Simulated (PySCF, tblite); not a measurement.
**C₇H₈O₂: geometry, infrared bands and NMR shifts**

Wanted: the infrared bands and NMR shifts of C₇H₈O₂ (`CC#C/C=C(\C=O)CO`), by calculation.

The runs use tblite 0.8.0 and PySCF 2.14.0, with density-fitted response routines of our own; the level of theory stands in each step. All values are computed, except where a source is named. Atoms are numbered from 0 throughout.

## (1) The molecule as given

17 atoms, charge 0, multiplicity 1; geometry from: force field or distance geometry start.

Bonds of the start (Å): C0–C1 1.45, C1–C2 1.22, C2–C3 1.41, C3–C4 1.33, C4–C5 1.49, C5–O6 1.23, C4–C7 1.50, C7–O8 1.42, C0–H9 1.10, C0–H10 1.10, C0–H11 1.10, C3–H12 1.10, C5–H13 1.09, C7–H14 1.09, C7–H15 1.10, O8–H16 0.98.

## (2) Optimising the geometry with GFN2-xTB

Job settings and geometry (Å):

```
{"job": {"kind": "relax", "xc": "GFN2-xTB", "basis": "xTB"}, "charge": 0, "multiplicity": 1}
C     -3.725500    -0.291400    -0.386000
C     -2.319600    -0.434600    -0.073300
C     -1.140900    -0.569200     0.202800
C      0.225500    -0.719000     0.506100
C      1.182200     0.178900     0.264100
C      0.870000     1.478500    -0.399400
O      1.760300     2.288800    -0.674100
C      2.628600    -0.024400     0.625000
O      3.434900    -0.040900    -0.547700
H     -3.928600     0.677200    -0.856400
H     -4.349400    -0.350200     0.517900
H     -4.066900    -1.078200    -1.069100
H      0.493200    -1.662900     1.003700
H     -0.176200     1.682900    -0.637600
H      2.771200    -0.976700     1.134200
H      2.975600     0.760700     1.305000
H      3.358700     0.865500    -0.925200
```

Launch:

```
OMP_NUM_THREADS=1 python probes_run.py task.json out
```

One launch serves the whole session: the jobs run in the order shown.

**Question.** This job is followed by: GFN2-xTB harmonic vibrations, gas phase; GIAO PBE0/pcSseg-1 NMR shielding, non-relativistic, gas phase. Predict these results of the whole session: strongest single infrared mode (GFN2-xTB); zero-point energy (GFN2-xTB); 13C shifts against TMS (PBE0/pcSseg-1); 1H shifts against TMS (PBE0/pcSseg-1, means over atoms taken as alike); 17O shifts against H2O (PBE0/pcSseg-1).

As calculated:

| quantity | value |
| --- | --- |
| strongest single infrared mode (GFN2-xTB) | 1710 cm⁻¹, 430 km/mol |
| zero-point energy (GFN2-xTB) | 80.3 kcal/mol |
| 13C shifts against TMS (PBE0/pcSseg-1) | 200.7, 156.4, 136.0, 115.7, 81.7, 69.4, 6.4 ppm |
| 1H shifts against TMS (PBE0/pcSseg-1, means over atoms taken as alike) | 10.53, 6.70, 4.59, 3.20, 2.40 ppm |
| 17O shifts against H2O (PBE0/pcSseg-1) | 652.7, 27.5 ppm |

Over 72 steps the energy fell by 0.112 eV; of the close pairs, C4–C5 changed most, 1.492 to 1.458 Å. All 45 modes are real, so the xTB geometry is a minimum. The strongest single mode, at 1710 cm⁻¹, moves mainly C5 and O6. Unscaled tight-binding wavenumbers are off by several per cent, some by more. Its intensities can rank the bands wrongly. The most deshielded carbon is C5 (aldehyde carbonyl carbon), at 200.7 ppm: the double bond to the heteroatom, with no lone-pair donor beside it, deshields it most. H13 (hydrogen on an aldehyde carbonyl carbon) lies farthest downfield among hydrogen, at 10.53 ppm; the formyl region, downfield of aromatic protons. At PBE0/pcSseg-1: The widest tensor belongs to O6: span 1336 ppm, with a paramagnetic part of -714 ppm.
